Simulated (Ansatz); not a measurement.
# GaH2O: the cost of one run

The runs use Ansatz 0.2.0, Gaussian basis; cc-pVTZ, core rule «outside noble gas», up to 15 orbitals frozen.

The runs, in order: UHF; CCSD(T) on ROHF; CCSD(T) on UHF; BCCD(T) on ROHF; CCSDT(Q) on ROHF; CCSDT(Q) on UHF.

13 further runs of the same task are left out: 8 for a known fault of the program, 5 set aside as unsound or not needed.

### Step 1. The geometry

The geometry is a PBE0/def2-TZVP stationary point (not a proven minimum) of the parent state, kept for this charge and spin. No spin-orbit coupling is included. The filled d shell of Ga may be among the frozen orbitals whatever the setting's name suggests; the logs give the count.

4 atoms, charge 0, spin multiplicity 4.

Atoms are counted from 1 here; the program's logs count them from 0.

Bond lengths: O1–Ga2 1.795 Å, Ga2–H3 1.556 Å, Ga2–H4 1.556 Å. Angles: O1–Ga2–H3 114.9°, O1–Ga2–H4 114.9°, H3–Ga2–H4 130.2°.

### Step 2. UHF

The input, in.yaml:

```yaml
crystal:
  periodic: [false, false, false]
  atoms:
    - {symbol: O, position_ang: [0.000000, 0.000000, 1.482333]}
    - {symbol: Ga, position_ang: [0.000000, 0.000000, -0.312174]}
    - {symbol: H, position_ang: [0.000000, -1.411154, -0.967676]}
    - {symbol: H, position_ang: [0.000000, 1.411154, -0.967676]}
basis:
  gaussian: {orbitals: cc-pVTZ}
magnetization: {spin_polarized: true, initial_magnetization: 3}
hamiltonian: {xc: hf}
output: {orbitals: {seedname: orbitals}}
```

On the command line:

```sh
$ ansatz run in.yaml --threads 1 --pin off --events-out ev --progress --plain --max-ram 4096MiB --backend cpu
```

**Question.** How long does this run take on 1 thread of AMD EPYC 7R13, shared host, and how much memory does it need?

About 13 s, with a peak of 0.27 GiB.
